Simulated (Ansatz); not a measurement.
# AlF6S: the cost of one run

Computed with Ansatz 0.2.0 (DFT unrestricted PBE0, Gaussian basis def2-TZVPD, and further levels as typed in the inputs, unless a step's input says otherwise).

## Step 1: The starting structure

Bond lengths: S1–F2 1.570 Å, S1–F3 1.570 Å, S1–F4 1.570 Å, S1–F5 1.570 Å, S1–F6 1.570 Å, S1–F7 1.570 Å. Angles (14 of 15 angles, heavy atoms first): F2–S1–F3 180.0°, F2–S1–F4 90.0°, F2–S1–F5 90.0°, F2–S1–F6 90.0°, F2–S1–F7 90.0°, F3–S1–F4 90.0°, F3–S1–F5 90.0°, F3–S1–F6 90.0°, F3–S1–F7 90.0°, F4–S1–F5 180.0°, F4–S1–F6 90.0°, F4–S1–F7 90.0°, F5–S1–F6 90.0°, F5–S1–F7 90.0°.

As a file:

```xyz
8

S     0.0000    0.0000    0.0000
F     1.5700    0.0000    0.0000
F    -1.5700    0.0000    0.0000
F     0.0000    1.5700    0.0000
F     0.0000   -1.5700    0.0000
F     0.0000    0.0000    1.5700
F     0.0000    0.0000   -1.5700
Al    0.0000    0.0000    4.2000
```

## Step 2: Nudged elastic band: AlF6S

The input, input.yaml:

```yaml
crystal:
  periodic: [false, false, false]
  atoms:
    - { symbol: S, position_ang: [0.0, 0.0, 0.0] }
    - { symbol: F, position_ang: [1.57, 0.0, 0.0] }
    - { symbol: F, position_ang: [-1.57, 0.0, 0.0] }
    - { symbol: F, position_ang: [0.0, 1.57, 0.0] }
    - { symbol: F, position_ang: [0.0, -1.57, 0.0] }
    - { symbol: F, position_ang: [0.0, 0.0, 1.57] }
    - { symbol: F, position_ang: [0.0, 0.0, -1.57] }
    - { symbol: Al, position_ang: [0.0, 0.0, 4.2] }
magnetization:
  spin_polarized: true
  initial_magnetization: 1
basis:
  gaussian: { orbitals: def2-TZVPD }
hamiltonian:
  xc: pbe0
scf:
  lower_state_search: light
neb:
  images: 7
  climbing: true
  max_iterations: 60
  f_tol: 0.05
  final_atoms:
    - { symbol: S, position_ang: [0, 0, 0] }
    - { symbol: F, position_ang: [1.57, 0.0, 0.0] }
    - { symbol: F, position_ang: [-1.57, 0.0, 0.0] }
    - { symbol: F, position_ang: [0.0, 1.57, 0.0] }
    - { symbol: F, position_ang: [0.0, -1.57, 0.0] }
    - { symbol: F, position_ang: [0, 0, 3.9] }
    - { symbol: F, position_ang: [0.0, 0.0, -1.57] }
    - { symbol: Al, position_ang: [0, 0, 5.57] }
```

Run with:

```
$ ansatz run input.yaml --threads 8 --pin off --max-ram 20480MiB --backend cpu --events-out ev --progress --plain --runs-dir out
```

**Question.** How long does this run take on 8 threads of Intel Xeon Platinum 8375C at 2.90GHz (Ice Lake), shared host, and how much memory does it need?

About 28 min, with a peak of 2.7 GiB.
